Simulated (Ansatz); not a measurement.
# Ta: the cost of one run

Computed with Ansatz 0.2.0 (DFT PBEsol, scalar-relativistic, plane waves, PAW, unless a step's input says otherwise).

## 1. Starting point

Symmetry: Im-3m, No. 229, cubic system. The conventional cell has a = 3.303 Å, b = 3.303 Å, c = 3.303 Å, α = 90.00°, β = 90.00°, γ = 90.00°. Ta (site symmetry m-3m) is surrounded by 8 Ta at 2.86 Å.

Structure file:

```cif
data_structure
_symmetry_space_group_name_H-M 'P 1'
_symmetry_Int_Tables_number 1
_cell_length_a 2.8601
_cell_length_b 2.8601
_cell_length_c 2.8601
_cell_angle_alpha 109.471
_cell_angle_beta 109.471
_cell_angle_gamma 109.471
_cell_volume 18.01
loop_
_atom_site_label
_atom_site_type_symbol
_atom_site_fract_x
_atom_site_fract_y
_atom_site_fract_z
_atom_site_occupancy
Ta1 Ta 0.00000 0.00000 0.00000 1
```

The cell is taken as given, not relaxed at this level.

## 2. The reference cell

Reference values: F = -9806.5026 eV; pressure -3.78 GPa; largest force 0.000 eV/Å; gap on the mesh none (metal). It was computed beforehand with the settings of the runs below.

## 3. The scan: a two-dimensional strain map

The cell is strained by p along both x and y and by q along z, with fractional coordinates fixed.

## 4. Point p = -0.030, q = -0.030

File input.yaml:

```yaml
crystal:
  lattice:
    - [-1.6017416, 1.6017416, 1.6017416]
    - [1.6017416, -1.6017416, 1.6017416]
    - [1.6017416, 1.6017416, -1.6017416]
  atoms:
    - { symbol: Ta, position: [0.0, 0.0, 0.0] }
basis:
  ecutwfc: 420
kpoints:
  mp_grid: { grid: [20, 20, 20] }
hamiltonian:
  xc: pbesol
scf:
  occupations: { method: gaussian, width: 0.15 }
output:
  forces: true
  stress: true
  eigenvalues: true
```

Command:

```sh
$ ansatz run input.yaml --threads 1 --pin off --max-ram 2560MiB --backend cpu --events-out ev --progress --plain --runs-dir out
```

Q: Estimate wall time and peak memory on 1 thread of Intel Xeon at 2.70GHz, shared host.

About 5.1 s, with a peak of 0.35 GiB.
